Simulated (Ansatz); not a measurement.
# CH5ClOSi: the cost of one run

Method: RKS PBE-D4/6-31G, in Ansatz 0.2.0.

### Step 1. The starting structure

Bond lengths: C1–O2 1.367 Å, O2–Si3 1.654 Å, Si3–Cl4 2.060 Å, C1–H5 1.129 Å, C1–H6 1.065 Å, C1–H7 1.108 Å, Si3–H8 1.543 Å, Si3–H9 1.419 Å. Angles: C1–O2–Si3 116.8°, O2–C1–H5 108.4°, O2–C1–H6 117.0°, O2–C1–H7 111.7°, H5–C1–H6 106.1°, H5–C1–H7 102.2°, H6–C1–H7 110.2°, O2–Si3–Cl4 106.5°, O2–Si3–H8 109.3°, O2–Si3–H9 111.4°, Cl4–Si3–H8 104.9°, Cl4–Si3–H9 110.0°, H8–Si3–H9 114.4°.

As a file:

```xyz
9

C    -0.8063    0.9185    0.4261
O     0.4648    0.7269   -0.0396
Si    0.8485   -0.7972   -0.5548
Cl    1.1269   -1.9342    1.1402
H    -0.9410    2.0165    0.6538
H    -1.0792    0.3968    1.3137
H    -1.5626    0.7485   -0.3657
H     2.2279   -0.7690   -1.2449
H    -0.1904   -1.3531   -1.3459
```

### Step 2. Preparing the start

Contents of input.yaml:

```yaml
crystal:
  periodic: [false, false, false]
  atoms:
    - { symbol: C, position_ang: [-0.8063, 0.9185, 0.4261] }
    - { symbol: O, position_ang: [0.4648, 0.7269, -0.0396] }
    - { symbol: Si, position_ang: [0.8485, -0.7972, -0.5548] }
    - { symbol: Cl, position_ang: [1.1269, -1.9342, 1.1402] }
    - { symbol: H, position_ang: [-0.941, 2.0165, 0.6538] }
    - { symbol: H, position_ang: [-1.0792, 0.3968, 1.3137] }
    - { symbol: H, position_ang: [-1.5626, 0.7485, -0.3657] }
    - { symbol: H, position_ang: [2.2279, -0.769, -1.2449] }
    - { symbol: H, position_ang: [-0.1904, -1.3531, -1.3459] }
basis:
  gaussian: { orbitals: "6-31G" }
hamiltonian:
  xc: pbe
  dispersion: d4
relax:
  f_tol: 0.02
  max_steps: 40
scf:
  lower_state_search: "off"
```

On the command line:

```bash
$ ansatz run input.yaml --threads 1 --pin off --max-ram 2048MiB --backend cpu --events-out ev --progress --plain --runs-dir out
```

Q: Estimate wall time and peak memory on 1 thread of Arm Neoverse N1, shared host.

About 31 s, with a peak of 0.15 GiB.
